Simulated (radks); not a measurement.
**Gd³⁺ in [Xe] 4f6 5d1: an all-electron calculation**

Wanted: eigenvalues, radial structure and energy terms of the gadolinium ion Gd3+.

The numbers are computed with radks (a radial shooting solver on a logarithmic mesh, Libxc functionals) version 1 (Dirac Kohn-Sham, XLYP, spin-unpolarised, spherical densities, finite nucleus; open shells fill j = l - 1/2 first), except any that are marked as measured or tabulated.

**1. What is computed**

| Item | Value |
| --- | --- |
| element | gadolinium (Z = 64) |
| charge | +3 |
| electrons | 61 |
| configuration | [Xe] 4f6 5d1 |
| nuclear rms radius | 5.1569 fm |

**2. Self-consistent calculation**

Input:

```text
Z 64
configuration [Xe] 4f6 5d1 6s0 6p0
relativity Dirac
functional xlyp
spin unpolarised
j_filling energy
nucleus finite rms 5.1569 fm
c 137.035999084
```

Q: Predict the outcome of this run.

As calculated:

```
                        quantity                   value
                    total energy     -11279.0951 hartree
exchange-correlation share of it                  2.22 %
                            −T/E                  1.0904
          highest occupied level       5d3/2, -26.753 eV
    most extended occupied level  5d3/2, <r> = 2.08 bohr
 radius at density 0.001 e/bohr³               3.47 bohr
    maxima of the radial density                       4
```

**Reading.** 5 principal shells are occupied and 4 maxima appear in the radial density; where shells overlap, one shows as a shoulder or not at all. Relativity lifts −T/E to 1.090. This is not the tabulated ground configuration, so its levels and sizes aren't those of the ground state, and no measured value stands beside it.
